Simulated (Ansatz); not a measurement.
# Si3Mo5: a trial structure relaxed

Aim: relax Si3Mo5 from this start, structure reported for this formula (I4/mcm, No. 140), and see where it ends.

Program: Ansatz 0.2.0. Level of theory: DFT r2SCAN, scalar-relativistic, plane waves, PAW. These are calculated values, not measurements.

## 1. The system as given

It takes space group I4/mcm (No. 140, tetragonal). Conventional cell: a = 9.620 Å, b = 9.620 Å, c = 4.900 Å, α = 90.00°, β = 90.00°, γ = 90.00°. Si (site symmetry 422) has 2 Si at 2.45 Å and 8 Mo at 2.57 Å as nearest neighbours. Around Si (site symmetry m2m) lie 10 Mo at 2.51 to 2.81 Å. Mo (site symmetry -42m) is surrounded by 2 Mo at 2.45 Å and 4 Si at 2.62 Å. Mo (site symmetry m) is surrounded by 6 Si at 2.51 to 2.81 Å and 3 Mo at 2.76 to 2.83 Å.

As a file:

```cif
data_structure
_symmetry_space_group_name_H-M 'P 1'
_symmetry_Int_Tables_number 1
_cell_length_a 7.2301
_cell_length_b 7.2301
_cell_length_c 7.2301
_cell_angle_alpha 96.594
_cell_angle_beta 96.594
_cell_angle_gamma 140.385
_cell_volume 226.73
loop_
_atom_site_label
_atom_site_type_symbol
_atom_site_fract_x
_atom_site_fract_y
_atom_site_fract_z
_atom_site_occupancy
Si1 Si 0.75000 0.75000 0.00000 1
Si2 Si 0.25000 0.25000 0.00000 1
Si3 Si 0.17000 0.67000 0.84000 1
Si4 Si 0.67000 0.83000 0.50000 1
Si5 Si 0.83000 0.33000 0.16000 1
Si6 Si 0.33000 0.17000 0.50000 1
Mo1 Mo 0.25000 0.75000 0.50000 1
Mo2 Mo 0.75000 0.25000 0.50000 1
Mo3 Mo 0.72300 0.57400 0.29700 1
Mo4 Mo 0.57400 0.27700 0.85100 1
Mo5 Mo 0.27700 0.42600 0.70300 1
Mo6 Mo 0.42600 0.72300 0.14900 1
Mo7 Mo 0.77700 0.07400 0.85100 1
Mo8 Mo 0.92600 0.77700 0.70300 1
Mo9 Mo 0.22300 0.92600 0.14900 1
Mo10 Mo 0.07400 0.22300 0.29700 1
```

## 2. Probe: one point at the start

The input, input.yaml:

```yaml
crystal:
  lattice:
    - [-4.81, 4.81, 2.45]
    - [4.81, -4.81, 2.45]
    - [4.81, 4.81, -2.45]
  atoms:
    - { symbol: Si, position: [0.75, 0.75, 0.0] }
    - { symbol: Si, position: [0.25, 0.25, 0.0] }
    - { symbol: Si, position: [0.17, 0.67, 0.84] }
    - { symbol: Si, position: [0.67, 0.83, 0.5] }
    - { symbol: Si, position: [0.83, 0.33, 0.16] }
    - { symbol: Si, position: [0.33, 0.17, 0.5] }
    - { symbol: Mo, position: [0.25, 0.75, 0.5] }
    - { symbol: Mo, position: [0.75, 0.25, 0.5] }
    - { symbol: Mo, position: [0.723, 0.574, 0.297] }
    - { symbol: Mo, position: [0.574, 0.277, 0.851] }
    - { symbol: Mo, position: [0.277, 0.426, 0.703] }
    - { symbol: Mo, position: [0.426, 0.723, 0.149] }
    - { symbol: Mo, position: [0.777, 0.074, 0.851] }
    - { symbol: Mo, position: [0.926, 0.777, 0.703] }
    - { symbol: Mo, position: [0.223, 0.926, 0.149] }
    - { symbol: Mo, position: [0.074, 0.223, 0.297] }
basis:
  ecutwfc: 500
kpoints:
  mp_grid: { grid: [4, 4, 4] }
hamiltonian:
  xc: r2scan
scf:
  occupations: { method: gaussian, width: 0.1 }
  lower_state_search: "off"
output:
  forces: true
  stress: true
  eigenvalues: true
```

Run with:

```
$ ansatz run input.yaml --threads 1 --pin off --max-ram 3072MiB --backend cpu --events-out ev --progress --plain --runs-dir out
```

The log of the run, cut to the lines that bear on the results:

```text
Warning: RAYON_NUM_THREADS=1 ignored (pool sized by the plan → 1); use --threads N
[...]
Pseudopotentials: kind: paw
Pseudopotential: Si, paw, valence charge 4, recommended cutoff 500 eV (meta_gga), Si.paw.azcp
Pseudopotential: Mo, paw, valence charge 14, recommended cutoff 500 eV (meta_gga), Mo.paw.azcp
Functional definition: r2SCAN
[...]
Crystal: 16 atoms, lattice volume = 226.734 Å³
Basis set: ecut = 500 eV, 5745 PW (Γ), exchange–correlation on 216×216×216 points (64 copies of the dense FFT grid, shifted against one another)
Bands: 99, of which v1, the nominal top of the filled ones, is band 82 counted from 1 (81 counted from 0)
Symmetry: 16 space group operations
Space group: I4/mcm (ITA 140), of the structure as read, at distance tolerance 6.1e-5 Å
k-points: 13 of 64
[...]
SCF iter   1: F=-53516.638294 eV  HF=-53516.627414 eV  |F-HF|=1.09e-2  |Δ(HF+E_count)|=         —  Δρ=1.06e-2  dr2=1.80e-1  dr2_τ=2.35e-1  ethr=1.77e-3  ⟨swp⟩=5.9  Hψ=4747  notcnv=0
[...]
SCF iter   7: F=-53516.710787 eV  HF=-53516.710787 eV  |F-HF|=1.25e-8  |Δ(HF+E_count)|=   1.24e-7  Δρ=3.38e-6  dr2=4.02e-8  dr2_τ=1.76e-9  ethr=6.10e-11  ⟨swp⟩=8.8  Hψ=5509  notcnv=0
[...]
SCF converged after 7 iterations
Free energy (F): -53516.710787 eV
[...]
E sigma→0 (E₀):  -53516.686920 eV
Entropy (-TS):   -0.047734 eV (-2.983 meV/atom)
Fermi energy:    18.774331 eV
[...]
--- Forces (eV/Å), atoms counted from 1 ---
  atom   1  Si    -0.00000000     0.00000000     0.00000000
  atom   2  Si    -0.00000000     0.00000000     0.00000000
  atom   3  Si    -0.21221105    -0.21221105     0.00000000
  atom   4  Si     0.21221105    -0.21221105     0.00000000
  atom   5  Si     0.21221105     0.21221105    -0.00000000
  atom   6  Si    -0.21221105     0.21221105     0.00000000
  atom   7  Mo     0.00000000    -0.00000000     0.00000000
  atom   8  Mo     0.00000000    -0.00000000     0.00000000
[...]
--- Stress (GPa, compression-positive) ---
        1.357215       0.000000       0.000000
        0.000000       1.357215       0.000000
        0.000000       0.000000       0.076694
  P = ⅓ Tr σ = 0.9304 GPa (9.304 kbar)
--- Band table (eV; the first three rows and the last of 13) ---
[...]
```

Wall time 24 s (1 thread of Intel Xeon Platinum 8488C (Sapphire Rapids), shared host); peak memory 1.3 GiB.

Read-out: pressure 0.9 GPa, largest force 0.38 eV/Å, gap on this mesh none (metal). By this gap the next run takes a mesh of 8×8×8.

## 3. Full relaxation

Edit input.yaml of step 2 so:

```diff
@@ -25,3 +25,3 @@
 kpoints:
-  mp_grid: { grid: [4, 4, 4] }
+  mp_grid: { grid: [8, 8, 8] }
 hamiltonian:
@@ -30,3 +30,2 @@
   occupations: { method: gaussian, width: 0.1 }
-  lower_state_search: "off"
 output:
@@ -35 +34,6 @@
   eigenvalues: true
+relax:
+  adjacent_minimum: "off"
+  f_tol: 0.01
+  max_steps: 80
+  cell: { stress_tol: 0.05 }
```

Run with:

```
$ ansatz run input.yaml --threads 1 --pin off --max-ram 3072MiB --backend cpu --events-out ev --progress --plain --runs-dir out
```

The log of the run:

```text
Warning: RAYON_NUM_THREADS=1 ignored (pool sized by the plan → 1); use --threads N
Engine: ansatz 0.2.0, x86_64-unknown-linux-gnu
Pseudopotentials: kind: paw
Pseudopotential: Si, paw, valence charge 4, recommended cutoff 500 eV (meta_gga), Si.paw.azcp
Pseudopotential: Mo, paw, valence charge 14, recommended cutoff 500 eV (meta_gga), Mo.paw.azcp
Functional definition: r2SCAN
  parameter k0 = 0.174
  parameter k1 = 0.065
  parameter a1 = 4.9479
  exchange = r2scan_x(k0 = k0, k1 = k1, a1 = a1)
  correlation = r2scan_c
Crystal: 16 atoms, lattice volume = 226.734 Å³
Basis set: ecut = 500 eV, 5745 PW (Γ), exchange–correlation on 216×216×216 points (64 copies of the dense FFT grid, shifted against one another)
Bands: 99, of which v1, the nominal top of the filled ones, is band 82 counted from 1 (81 counted from 0)
Symmetry: 16 space group operations
Space group: I4/mcm (ITA 140), of the structure as read, at distance tolerance 6.1e-5 Å
k-points: 59 of 512
Non-local potential: Si, projectors of the file, l = 0: 2, l = 1: 2, l = 2: 2
Non-local potential: Mo, projectors of the file, l = 0: 3, l = 1: 2, l = 2: 2, l = 3: 1
PAW form: soft (Blöchl's): semilocal exchange-correlation on the pseudo side does not see the compensation charge
PAW frozen core: Si, regenerated for the run's functional (the file was generated under x = pbe(κ = 0.804, μ = 0.2195149727645171), c = pbe(β = 0.06672455060314922))
PAW frozen core: Mo, regenerated for the run's functional (the file was generated under x = pbe(κ = 0.804, μ = 0.2195149727645171), c = pbe(β = 0.06672455060314922))
PAW one-centre angular grid: Si, 302 points (default); XC on 160 Gauss nodes
PAW one-centre angular grid: Mo, 590 points (default); XC on 160 Gauss nodes
Initial density: superposition of atomic densities (neutral atoms: chi_scale 0, normalization atom), corrected by the library's trained network
Initial wavefunctions: pseudopotential atomic-orbital guess
Functional: x = r2scan, c = r2scan; τ floored in thin density (d = 2e-4 eV/Å³)
SCF iter   1: F=—  HF=-53516.638882 eV  |F-HF|=—  |Δ(HF+E_count)|=         —  Δρ=1.01e-2  dr2=1.54e-1  dr2_τ=2.31e-1  ethr=1.77e-3  ⟨swp⟩=5.8  Hψ=21383  notcnv=0
preconditioner: auto → Kerker (q_TF=auto, 2.585 Å⁻¹)  [metal: Δε(μ)=0.001 eV  Ē_g=5.733 eV  σ=0.100 eV  W_gap=0.01  n_scr=54 (ndim 8)  ℏωp=22.6 eV  f_vac=0.000  D(μ)=8.18/eV (n_scr^D=52)]
SCF iter   2: F=—  HF=-53516.725899 eV  |F-HF|=—  |Δ(HF+E_count)|=   8.70e-2  Δρ=5.88e-3  dr2=4.71e-2  dr2_τ=2.53e-3  ethr=9.38e-5  ⟨swp⟩=2.2  Hψ=9597  notcnv=0  defer=7
SCF iter   3: F=—  HF=-53516.725425 eV  |F-HF|=—  |Δ(HF+E_count)|=   4.74e-4  Δρ=2.01e-3  dr2=1.87e-2  dr2_τ=2.58e-3  ethr=2.87e-5  ⟨swp⟩=2.3  Hψ=10063  notcnv=0  defer=7
SCF iter   4: F=—  HF=-53516.724321 eV  |F-HF|=—  |Δ(HF+E_count)|=   1.10e-3  Δρ=5.64e-4  dr2=8.76e-4  dr2_τ=1.17e-4  ethr=1.14e-5  ⟨swp⟩=2.0  Hψ=7088  notcnv=0  defer=7
SCF iter   5: F=—  HF=-53516.724296 eV  |F-HF|=—  |Δ(HF+E_count)|=   2.57e-5  Δρ=1.57e-4  dr2=4.65e-5  dr2_τ=1.31e-6  ethr=5.34e-7  ⟨swp⟩=2.0  Hψ=7833  notcnv=0  defer=7
SCF iter   6: F=—  HF=-53516.723938 eV  |F-HF|=—  |Δ(HF+E_count)|=   3.57e-4  Δρ=2.23e-5  dr2=1.43e-6  dr2_τ=8.49e-8  ethr=2.84e-8  ⟨swp⟩=2.0  Hψ=8012  notcnv=0  defer=163
SCF iter   7: F=-53516.723939 eV  HF=-53516.723939 eV  |F-HF|=5.24e-10  |Δ(HF+E_count)|=   2.50e-7  Δρ=4.12e-6  dr2=4.67e-8  dr2_τ=1.72e-9  ethr=6.10e-11  ⟨swp⟩=8.4  Hψ=27012  notcnv=0
SCF 1 converged in 7 iterations: F = -53516.723939 eV  dr2 = 4.67e-8
relax step   1: F+E_penalty+E_count = -53516.72393860 eV  Δ(F+E_penalty+E_count) = +0.000e0 eV  max|allowed force component| = 2.500e-1 eV/Å  Δτ_max = 0.0000 Å  P = +0.830 GPa  Ω = 226.734 Å³  (7 SCF iters, dr2 threshold 1.00e-7 eV, accepted)
[... 13 lines left out ...]
relax step   2: F+E_penalty+E_count = -53516.78264853 eV  Δ(F+E_penalty+E_count) = -5.871e-2 eV  max|allowed force component| = 1.165e-1 eV/Å  Δτ_max = 0.0450 Å  P = -0.193 GPa  Ω = 227.683 Å³  energy of the carried Pulay correction = -3.418e-4 eV  (7 SCF iters, dr2 threshold 1.60e-6 eV, accepted)
[... 11 lines left out ...]
relax step   3: F+E_penalty+E_count = -53516.78743685 eV  Δ(F+E_penalty+E_count) = -4.788e-3 eV  max|allowed force component| = 5.490e-3 eV/Å  Δτ_max = 0.0087 Å  P = +0.002 GPa  Ω = 227.451 Å³  energy of the carried Pulay correction = -2.585e-4 eV  (6 SCF iters, dr2 threshold 1.03e-6 eV, accepted)
[... 10 lines left out ...]
relax step   4: F+E_penalty+E_count = -53516.78768443 eV  Δ(F+E_penalty+E_count) = -2.476e-4 eV  max|allowed force component| = 5.451e-3 eV/Å  Δτ_max = 0.0000 Å  P = +0.003 GPa  Ω = 227.451 Å³  stress off target by 4.38e-2 GPa  SCF on the basis re-selected at this cell (its energy is not comparable with the rows above)  (6 SCF iters)
basis re-selected at this cell: Δ(F+E_penalty+E_count) = -2.476e-4 eV, ΔP = +0.000 GPa vs the last step (what re-selecting the basis moved, of the pressure what is left beyond the Pulay correction that the steps carried, after the strain that the cell walked since its last selection, with what the two solves' SCF thresholds leave and, on support functions, any second-order correction that the steps lacked; it is no measure of the basis error at this ecutwfc). This SCF's stress stands 4.38e-2 GPa from its target on what of the cell is left free (relax.cell.stress_tol is 5.00e-2 GPa) and its largest allowed force component is 5.45e-3 eV/Å (relax.f_tol is 1.00e-2 eV/Å): within both
SCF converged after 6 iterations
Free energy (F): -53516.787684 eV
Harris-Foulkes:  -53516.787684 eV  (|F-HF|=0.00e0)
Internal energy: -53516.751231 eV  (E = F + TS)
E sigma→0 (E₀):  -53516.769458 eV
Entropy (-TS):   -0.036454 eV (-2.278 meV/atom)
Fermi energy:    18.698177 eV
--- Per-component energies (eV) ---
  E_band       = -732.091270
  E_kinetic    = 4680.845338
  E_local      = -9588.935940  (includes V_loc(G=0)·N_el)
  E_nonlocal   = 1571.170783
  E_hartree    = 3385.331694
  E_xc         = -2110.325251
  E_vxc        = -2886.752475  (∫ρ·V_xc dr)
  E_paw        = -35291.201781  (= ΣΔE_a)
  E_vpaw       = -1462.549038  (= ΣTr[D̂ρ^β])
  E_aug_tail   = 0.000052  (compensation charges beyond the density's cutoff)
  E_vtau       = 183.466616  (kinetic-family band-sum trace: ∫τ·v_τ [+ j·A + Jᵃ·Aᵃ] dr)
  E_ewald      = -16160.965493
  E_core_change = -2.670635  (= ΣΔE_core)
  E_smearing   = -0.036454  (= −TS)
  E_closure    = -0.000000  (closes the sum)
  Σ components = -53516.787684   (vs F -53516.787684, Δ=0.00e0)
--- Forces (eV/Å), atoms counted from 1 ---
  atom   1  Si     0.00000000     0.00000000     0.00000000
  atom   2  Si    -0.00000000     0.00000000     0.00000000
  atom   3  Si    -0.00212990    -0.00212990     0.00000000
  atom   4  Si     0.00212990    -0.00212990     0.00000000
  atom   5  Si     0.00212990     0.00212990     0.00000000
  atom   6  Si    -0.00212990     0.00212990     0.00000000
  atom   7  Mo     0.00000000     0.00000000     0.00000000
  atom   8  Mo     0.00000000     0.00000000     0.00000000
  atom   9  Mo     0.00408473    -0.00545085     0.00000000
  atom  10  Mo     0.00545085     0.00408473     0.00000000
  atom  11  Mo    -0.00408473     0.00545085    -0.00000000
  atom  12  Mo    -0.00545085    -0.00408473     0.00000000
  atom  13  Mo     0.00408473     0.00545085     0.00000000
  atom  14  Mo     0.00545085    -0.00408473    -0.00000000
  atom  15  Mo    -0.00408473    -0.00545085     0.00000000
  atom  16  Mo    -0.00545085     0.00408473     0.00000000
  max |Σ_I F_I| component: 4.77e-18 eV/Å
--- Stress (GPa, compression-positive) ---
       -0.017634      -0.000000       0.000000
       -0.000000      -0.017634      -0.000000
        0.000000      -0.000000       0.043783
  P = ⅓ Tr σ = 0.0028 GPa (0.028 kbar)
--- Band table (eV; the first three rows and the last of 59) ---
  k-point 0: bands = ["-44.4820", "-44.3740", "-44.3430", "-44.3430", "-44.2984", "-44.2850", "-44.2568", "-44.2568", "-44.2278", "-44.0664", "-19.0887", "-18.0817", "-18.0683", "-18.0683", "-18.0275", "-18.0239", "-18.0239", "-17.9173", "-17.9088", "-17.8766", "-17.8766", "-17.7841", "-17.7215", "-17.7206", "-17.6507", "-17.6507", "-17.5559", "-17.5559", "-17.5447", "-17.5214", "-17.4712", "-17.4712", "-17.4571", "-17.4317", "-17.4317", "-17.4059", "-17.4003", "-17.4003", "-17.3754", "-16.5960", "6.3575", "8.2212", "9.3193", "9.6734", "9.6734", "11.5948", "12.0762", "12.1573", "12.1573", "12.5597", "13.6091", "13.6091", "13.7036", "13.8265", "13.8511", "13.8671", "13.9620", "13.9620", "14.6007", "14.6058", "14.6058", "14.7507", "14.7507", "15.0058", "15.0257", "15.3040", "15.6120", "15.6120", "15.9596", "16.3961", "16.3961", "16.4314", "16.5106", "16.5611", "16.8685", "17.4809", "17.4809", "18.1936", "18.4486", "18.4486", "19.0070", "19.0235", "19.2581", "19.2581", "19.4392", "19.6919", "19.6919", "19.7340", "19.8060", "20.3197", "20.6280", "20.8555", "20.8555", "20.8940", "21.4441", "21.4441", "21.4708", "21.5927", "21.5927"]
[... 3 lines left out ...]
--- Relaxed structure (3 steps of the walk, 3 accepted, 1 SCFs on fresh bases) ---
  F+E_penalty+E_count = -53516.78768443 eV   max|allowed force component| = 5.451e-3 eV/Å   (the final SCF, on the basis selected at the relaxed cell)
  cell:  # Å, volume = 227.4510 Å³
    - [-4.820768511480001, 4.820768511480001, 2.446782645016401]
    - [4.820768511480001, -4.820768511480001, 2.446782645016401]
    - [4.820768511480001, 4.820768511480001, -2.446782645016401]
  atoms:
    - { symbol: Si, position: [0.7500000000000001, 0.7500000000000001, -4.437677810978829e-20] }
    - { symbol: Si, position: [0.25, 0.25, -4.43767781097883e-20] }
    - { symbol: Si, position: [0.1672173518105174, 0.6672173518105174, 0.8344347036210349] }
    - { symbol: Si, position: [0.6672173518105176, 0.8327826481894824, 0.5000000000000001] }
    - { symbol: Si, position: [0.8327826481894826, 0.33278264818948255, 0.1655652963789651] }
    - { symbol: Si, position: [0.3327826481894826, 0.16721735181051747, 0.5000000000000001] }
    - { symbol: Mo, position: [0.24999999999999994, 0.7500000000000001, 0.5000000000000001] }
    - { symbol: Mo, position: [0.7500000000000001, 0.24999999999999994, 0.5000000000000001] }
    - { symbol: Mo, position: [0.7239699648701018, 0.5768157330687879, 0.3007856979388899] }
    - { symbol: Mo, position: [0.576815733068788, 0.2760300351298981, 0.8528457681986861] }
    - { symbol: Mo, position: [0.27603003512989804, 0.42318426693121214, 0.6992143020611101] }
    - { symbol: Mo, position: [0.4231842669312121, 0.7239699648701019, 0.14715423180131398] }
    - { symbol: Mo, position: [0.7760300351298981, 0.07681573306878794, 0.8528457681986861] }
    - { symbol: Mo, position: [0.9231842669312122, 0.7760300351298981, 0.6992143020611101] }
    - { symbol: Mo, position: [0.2239699648701019, 0.9231842669312121, 0.14715423180131404] }
    - { symbol: Mo, position: [0.07681573306878794, 0.22396996487010198, 0.30078569793888993] }
```

It took 6.7 min on 1 thread of Intel Xeon Platinum 8488C (Sapphire Rapids), shared host; peak memory 1.8 GiB.

Step by step:

```
step  energy from step 1 (eV/cell)  largest force component (eV/Å)  pressure (GPa)  volume (Å³)
   1                        0.0000                          0.2500            0.83       226.73
   2                       -0.0587                          0.1165           -0.19       227.68
   3                       -0.0635                          0.0055            0.00       227.45
   4                       -0.0637                          0.0055            0.00       227.45
```

Step 1 is the start. Step 4 repeats the geometry before it on a plane-wave basis chosen anew for that cell, so its energy need not be comparable with the rows above.

Lengths and angles in the start's conventional setting:

|  | before | after | change |
| --- | --- | --- | --- |
| a (Å) | 9.620 | 9.642 | +0.2 % |
| b (Å) | 9.620 | 9.642 | +0.2 % |
| c (Å) | 4.900 | 4.894 | -0.1 % |
| volume (Å³/atom) | 14.17 | 14.22 | +0.3 % |
| shortest distance (Å) | 2.450 | 2.447 | -0.1 % |
| space group (0.01 Å) | I4/mcm | I4/mcm | same |

Forces and stress were held to the start's 16 operations: a distortion of lower symmetry was not tested.

## 4. Results

Formation energies count from the elements, computed with the same settings in runs not shown here.

```
                          quantity                                                                      value
               cell (conventional)  a = 9.642 Å, b = 9.642 Å, c = 4.894 Å, α = 90.00°, β = 90.00°, γ = 90.00°
                       space group                                                           I4/mcm (No. 140)
                            volume                                                              14.22 Å³/atom
                   gap on the mesh                                                               none (metal)
formation energy from the elements                                                             -0.399 eV/atom
```

The space group stayed I4/mcm, and from the first guess the volume went from 14.17 to 14.22 Å³/atom. With -0.40 eV/atom it lies under the elements, which doesn't yet make it stable against other compounds of them.
